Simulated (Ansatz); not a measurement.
# C₅H₁₂ClGaO: basis-set convergence

How large a basis does C₅H₁₂ClGaO need? Two functionals are run in growing sets.

Computed with Ansatz 0.2.0, Gaussian basis. Level: one geometry, several basis sets.

Plan: PBE0-D4/def2-SVP; ωB97M-V/def2-SVP; PBE0-D4/def2-QZVPP; ωB97M-V/def2-QZVPP; the functionals' def2-TZVPP values are taken from earlier runs.

1 further run of the same task is left out (it didn't finish).

## Step 1: The geometry

An earlier PBE0-D4 in a triple-zeta def2 set relaxation fixed the geometry.

20 atoms, charge 0, spin multiplicity 1.

Atoms are counted from 1 here; the program's logs count them from 0.

Bond lengths: C1–C2 1.493 Å, C1–H9 1.090 Å, C1–H10 1.089 Å, C1–H11 1.095 Å, C2–C3 1.491 Å, C2–O4 1.220 Å, C3–H12 1.093 Å, C3–H13 1.088 Å, C3–H14 1.095 Å, O4–Ga5 2.141 Å, Ga5–C6 1.973 Å, Ga5–C7 1.974 Å, Ga5–Cl8 2.196 Å, C6–H15 1.093 Å, C6–H16 1.092 Å, C6–H17 1.092 Å, C7–H18 1.092 Å, C7–H19 1.093 Å and more. Angles: C2–C1–H9 111.6°, C2–C1–H10 111.1°, C2–C1–H11 107.7°, H9–C1–H10 110.7°, H9–C1–H11 107.6°, H10–C1–H11 108.0°, C1–C2–C3 118.0°, C1–C2–O4 122.3°, C3–C2–O4 119.7°, C2–C3–H12 110.3°, C2–C3–H13 110.7°, C2–C3–H14 108.7°, H12–C3–H13 110.8°, H12–C3–H14 106.6°, H13–C3–H14 109.6°, C2–O4–Ga5 130.9°, O4–Ga5–C6 99.9°, O4–Ga5–C7 100.1° and more.

As a file:

```
C     1.50638    0.83395   -0.14190
C     1.18062   -0.31723    0.75155
C     2.25280   -0.82909    1.65215
O     0.07477   -0.83213    0.77500
Ga   -1.71077   -0.37046   -0.31343
C    -2.02630    1.47167    0.32017
C    -1.17090   -0.94589   -2.12276
Cl   -2.98305   -1.84692    0.69933
H     2.56324    0.84716   -0.40911
H     0.88378    0.82503   -1.03501
H     1.29220    1.75484    0.41142
H     2.73998   -0.00003    2.17190
H     1.84803   -1.54588    2.36304
H     3.02270   -1.31183    1.04140
H    -1.39400    2.20709   -0.18342
H    -3.06748    1.74547    0.13445
H    -1.85885    1.53968    1.39736
H    -0.61278   -1.88325   -2.07372
H    -0.56611   -0.20386   -2.65033
H    -2.06607   -1.12891   -2.72179
```

## Step 2: PBE0-D4 in def2-SVP

File in.yaml:

```yaml
crystal:
  periodic: [false, false, false]
  atoms:
    - {symbol: C, position_ang: [1.506384, 0.833949, -0.141899]}
    - {symbol: C, position_ang: [1.180623, -0.317234, 0.751551]}
    - {symbol: C, position_ang: [2.252796, -0.829089, 1.652154]}
    - {symbol: O, position_ang: [0.074769, -0.832128, 0.775003]}
    - {symbol: Ga, position_ang: [-1.710772, -0.370457, -0.313433]}
    - {symbol: C, position_ang: [-2.026296, 1.471672, 0.320174]}
    - {symbol: C, position_ang: [-1.170898, -0.945889, -2.122760]}
    - {symbol: Cl, position_ang: [-2.983048, -1.846924, 0.699333]}
    - {symbol: H, position_ang: [2.563237, 0.847156, -0.409112]}
    - {symbol: H, position_ang: [0.883779, 0.825027, -1.035009]}
    - {symbol: H, position_ang: [1.292199, 1.754841, 0.411417]}
    - {symbol: H, position_ang: [2.739984, -0.000025, 2.171898]}
    - {symbol: H, position_ang: [1.848032, -1.545885, 2.363036]}
    - {symbol: H, position_ang: [3.022695, -1.311833, 1.041401]}
    - {symbol: H, position_ang: [-1.394003, 2.207088, -0.183424]}
    - {symbol: H, position_ang: [-3.067478, 1.745470, 0.134452]}
    - {symbol: H, position_ang: [-1.858849, 1.539682, 1.397360]}
    - {symbol: H, position_ang: [-0.612777, -1.883245, -2.073722]}
    - {symbol: H, position_ang: [-0.566109, -0.203862, -2.650331]}
    - {symbol: H, position_ang: [-2.066069, -1.128915, -2.721790]}
basis:
  gaussian: {orbitals: def2-SVP}
hamiltonian: {xc: pbe0, dispersion: d4}
output: {orbitals: {seedname: orbitals}}
```

The runs that follow: ωB97M-V in def2-SVP; PBE0-D4 in def2-QZVPP; ωB97M-V in def2-QZVPP.

Q: Predict the results of all the runs planned. Wanted: PBE0-D4: double and triple zeta above quadruple; ωB97M-V: double and triple zeta above quadruple.

**Answer**, as computed:

| quantity | value |
| --- | --- |
| PBE0-D4: double and triple zeta above quadruple | 21.26, 1.96 eV |
| ωB97M-V: double and triple zeta above quadruple | 21.56, 1.90 eV |

What this shows: PBE0-D4 gains 19.30 eV from double to triple zeta, then 1.96 eV more. Total energies overstate the basis error of differences, where much of it tends to cancel.
